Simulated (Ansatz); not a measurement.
# CH5Cl2NSi: basis-set convergence

Aim: see how fast density functionals converge with the basis set for CH5Cl2NSi.

The runs use Ansatz 0.2.0, Gaussian basis; one geometry, several basis sets.

Plan: PBE0-D4/def2-SVP; ωB97M-V/def2-SVP; PBE0-D4/def2-QZVPP; ωB97M-V/def2-QZVPP; the functionals' def2-TZVPP values are taken from earlier runs.

## Step 1: The geometry

An earlier PBE0-D4 in a triple-zeta def2 set relaxation fixed the geometry.

SMILES `C[Si](N)(Cl)Cl`, 10 atoms, charge 0, spin multiplicity 1.

Atoms are counted from 1 here; the program's logs count them from 0.

Bond lengths: C1–Si2 1.845 Å, C1–H6 1.093 Å, C1–H7 1.092 Å, C1–H8 1.091 Å, Si2–N3 1.698 Å, Si2–Cl4 2.049 Å, Si2–Cl5 2.066 Å, N3–H9 1.008 Å, N3–H10 1.008 Å. Angles: Si2–C1–H6 110.3°, Si2–C1–H7 110.1°, Si2–C1–H8 110.4°, H6–C1–H7 108.8°, H6–C1–H8 108.1°, H7–C1–H8 109.1°, C1–Si2–N3 111.6°, C1–Si2–Cl4 111.5°, C1–Si2–Cl5 107.5°, N3–Si2–Cl4 106.1°, N3–Si2–Cl5 113.6°, Cl4–Si2–Cl5 106.3°, Si2–N3–H9 119.6°, Si2–N3–H10 119.7°, H9–N3–H10 111.3°.

## Step 2: PBE0-D4 in def2-SVP

The input, in.yaml:

```yaml
crystal:
  periodic: [false, false, false]
  atoms:
    - {symbol: C, position_ang: [-1.356088, -0.419103, 0.098719]}
    - {symbol: Si, position_ang: [0.261260, 0.300193, -0.421395]}
    - {symbol: N, position_ang: [1.517726, -0.165962, 0.620876]}
    - {symbol: Cl, position_ang: [0.804001, -0.341299, -2.290607]}
    - {symbol: Cl, position_ang: [0.016594, 2.347106, -0.559740]}
    - {symbol: H, position_ang: [-1.613951, -0.081524, 1.105953]}
    - {symbol: H, position_ang: [-1.300766, -1.509349, 0.096545]}
    - {symbol: H, position_ang: [-2.150205, -0.100910, -0.578587]}
    - {symbol: H, position_ang: [2.474746, -0.074274, 0.318920]}
    - {symbol: H, position_ang: [1.429782, -0.005976, 1.612317]}
basis:
  gaussian: {orbitals: def2-SVP}
hamiltonian: {xc: pbe0, dispersion: d4}
output: {orbitals: {seedname: orbitals}}
```

On the command line:

```bash
> ansatz run in.yaml --threads 4 --pin off --events-out ev --progress --plain --max-ram 10444MiB
```

The log of the run:

```text
Functional definition: PBE0
  name "PBE0"
  cite "Adamo & Barone, J. Chem. Phys. 110, 6158 (1999) doi:10.1063/1.478522"
  cite "Perdew, Burke & Ernzerhof, Phys. Rev. Lett. 77, 3865 (1996) doi:10.1103/PhysRevLett.77.3865"
  parent pbe
  parameter a = 0.25
  parameter kappa = 0.804
  parameter beta = 0.06672455060314922
  exchange = (1 - a)*pbe_x(kappa = kappa, mu = beta*pi^2/3) + a*exact_x
  correlation = pbe_c(beta = beta)
1034 factors; integrals over basis functions are off by at most 1.3e-3 eV
mean field evaluation 1: about -35500.8038 eV, gradient 6.1e1 eV
mean field evaluation 2: about -35495.8890 eV, gradient 7.4e1 eV
mean field evaluation 4: about -35508.7602 eV, gradient 2.6e0 eV
mean field evaluation 8: about -35508.8967 eV, gradient 2.1e-1 eV
mean field evaluation 16: about -35508.8969 eV, gradient 5.1e-5 eV
mean field -35508.89686545 eV, -1304.9278910104 hartree, gradient 5.1e-5 eV, S^2 0.000000; 0 other end points of the search recorded, 0 dependent functions left out
reference -35508.89689054 eV, -1304.9278919325 hartree; 33, 33 occupied and 74, 74 virtual orbitals, 1034 factors
Total energy: -35509.14471277 eV, -1304.9369992314 hartree
```

Run time: 1.2 s. Hardware: 4 threads of Arm Neoverse V1, shared host.

## Step 3: ωB97M-V in def2-SVP

in.yaml, as its differences from that of step 2:

```diff
@@ -15,3 +15,3 @@
   gaussian: {orbitals: def2-SVP}
-hamiltonian: {xc: pbe0, dispersion: d4}
+hamiltonian: {xc: {name: wB97M-V}}
 output: {orbitals: {seedname: orbitals}}
```

Same command.

The log of the run, cut to the lines that bear on the results:

```text
Functional definition: wB97M-V
  name "wB97M-V"
  cite "Mardirossian & Head-Gordon, J. Chem. Phys. 144, 214110 (2016) doi:10.1063/1.4952647"
  cite "Becke, J. Chem. Phys. 107, 8554 (1997) doi:10.1063/1.475007"
  cite "Vydrov & Van Voorhis, J. Chem. Phys. 133, 244103 (2010) doi:10.1063/1.3521275"
  # Of w^i u^j: cxij and so on, Table III.
[...]
  gx(w, u) = 1 - cx + cx01*u + cx10*w
  gss(w, u) = css00 + css04*u^4 + css10*w + css20*w^2 + css43*w^4*u^3
  gos(w, u) = cos00 + cos10*w + (cos20 + cos21*u)*w^2 + (cos60 + cos61*u)*w^6
[...]
      + integral(e_c_pw_mod_opposite_spin*gos(b97_w_opposite, b97_u_opposite)) + vv10(b, c)
1034 factors; integrals over basis functions are off by at most 1.3e-3 eV
295 factors; integrals over basis functions are off by at most 7.3e-6 eV
[...]
mean field -35520.57485991 eV, -1305.3570493911 hartree, gradient 2.9e-5 eV, S^2 0.000000; 0 other end points of the search recorded, 0 dependent functions left out
reference -35520.57489647 eV, -1305.3570507348 hartree; 33, 33 occupied and 74, 74 virtual orbitals, 1034 factors
Total energy: -35520.57489647 eV, -1305.3570507348 hartree
```

Wall time 5.5 s (4 threads of Arm Neoverse V1, shared host).

## Step 4: PBE0-D4 in def2-QZVPP

in.yaml, as its differences from that of step 3:

```diff
@@ -14,4 +14,4 @@
 basis:
-  gaussian: {orbitals: def2-SVP}
-hamiltonian: {xc: {name: wB97M-V}}
+  gaussian: {orbitals: "def2-QZVPP.json"}
+hamiltonian: {xc: pbe0, dispersion: d4}
 output: {orbitals: {seedname: orbitals}}
```

The command is unchanged.

The log of the run:

```text
Functional definition: PBE0
  name "PBE0"
  cite "Adamo & Barone, J. Chem. Phys. 110, 6158 (1999) doi:10.1063/1.478522"
  cite "Perdew, Burke & Ernzerhof, Phys. Rev. Lett. 77, 3865 (1996) doi:10.1103/PhysRevLett.77.3865"
  parent pbe
  parameter a = 0.25
  parameter kappa = 0.804
  parameter beta = 0.06672455060314922
  exchange = (1 - a)*pbe_x(kappa = kappa, mu = beta*pi^2/3) + a*exact_x
  correlation = pbe_c(beta = beta)
1773 factors; their error is unknown
mean field evaluation 1: about -35513.4176 eV, gradient 7.6e1 eV
mean field evaluation 2: about -35503.9949 eV, gradient 9.4e1 eV
mean field evaluation 4: about -35524.6436 eV, gradient 5.0e0 eV
mean field evaluation 8: about -35524.6974 eV, gradient 3.9e-2 eV
mean field evaluation 16: about -35524.7306 eV, gradient 9.4e-5 eV
mean field -35524.73057908 eV, -1305.5097692540 hartree, gradient 3.3e-5 eV, S^2 0.000000; 0 other end points of the search recorded, 0 dependent functions left out
reference -35524.73061572 eV, -1305.5097706003 hartree; 33, 33 occupied and 441, 441 virtual orbitals, 1773 factors
Total energy: -35524.97843794 eV, -1305.5188778991 hartree
```

It took 12 s on 4 threads of Arm Neoverse V1, shared host; peak memory 2 GiB.

## Step 5: ωB97M-V in def2-QZVPP

in.yaml, as its differences from that of step 4:

```diff
@@ -15,3 +15,3 @@
   gaussian: {orbitals: "def2-QZVPP.json"}
-hamiltonian: {xc: pbe0, dispersion: d4}
+hamiltonian: {xc: {name: wB97M-V}}
 output: {orbitals: {seedname: orbitals}}
```

Same command.

The log of the run, cut to the lines that bear on the results:

```text
Functional definition: wB97M-V
  name "wB97M-V"
  cite "Mardirossian & Head-Gordon, J. Chem. Phys. 144, 214110 (2016) doi:10.1063/1.4952647"
  cite "Becke, J. Chem. Phys. 107, 8554 (1997) doi:10.1063/1.475007"
  cite "Vydrov & Van Voorhis, J. Chem. Phys. 133, 244103 (2010) doi:10.1063/1.3521275"
  # Of w^i u^j: cxij and so on, Table III.
[...]
  gx(w, u) = 1 - cx + cx01*u + cx10*w
  gss(w, u) = css00 + css04*u^4 + css10*w + css20*w^2 + css43*w^4*u^3
  gos(w, u) = cos00 + cos10*w + (cos20 + cos21*u)*w^2 + (cos60 + cos61*u)*w^6
[...]
      + integral(e_c_pw_mod_opposite_spin*gos(b97_w_opposite, b97_u_opposite)) + vv10(b, c)
1721 factors; their error is unknown
353 factors; integrals over basis functions are off by at most 1.7e-5 eV
[...]
mean field -35536.39802311 eV, -1305.9385399138 hartree, gradient 3.2e-5 eV, S^2 0.000000; 0 other end points of the search recorded, 0 dependent functions left out
reference -35536.39808057 eV, -1305.9385420251 hartree; 33, 33 occupied and 441, 441 virtual orbitals, 1721 factors
Total energy: -35536.39808057 eV, -1305.9385420251 hartree
```

Wall time 24 s (4 threads of Arm Neoverse V1, shared host); peak memory 2.4 GiB.

## Step 6: Functionals by basis

The def2-TZVPP values come from earlier runs at the same geometry.

```
functional       basis  functions  energy (eV)  from the largest (eV)  HOMO (eV)  LUMO (eV)
   PBE0-D4    def2-SVP        107  -35509.1447                 15.834      -7.83       1.33
   PBE0-D4  def2-TZVPP        258  -35523.8112                  1.167      -8.03       0.67
   PBE0-D4  def2-QZVPP        474  -35524.9784                  0.000      -8.07       0.25
   ωB97M-V    def2-SVP        107  -35520.5749                 15.823     -10.15       2.96
   ωB97M-V  def2-TZVPP        258  -35535.2897                  1.108     -10.38       2.08
   ωB97M-V  def2-QZVPP        474  -35536.3981                  0.000     -10.43       1.42
```

## Step 7: Summary of results

| quantity | value |
| --- | --- |
| PBE0-D4: double and triple zeta above quadruple | 15.83, 1.17 eV |
| ωB97M-V: double and triple zeta above quadruple | 15.82, 1.11 eV |

What this shows: PBE0-D4 gains 14.67 eV from double to triple zeta, then 1.17 eV more. These are total energies; as a rule much of such shifts cancels in differences, which this series doesn't test. The LUMO of ωB97M-V is positive and keeps falling with the basis (2.96 to 1.42 eV): an unbound level that the basis holds in place.

For PBE0-D4 the largest set took about 9 times as long as the smallest (12 s against 1.2 s).
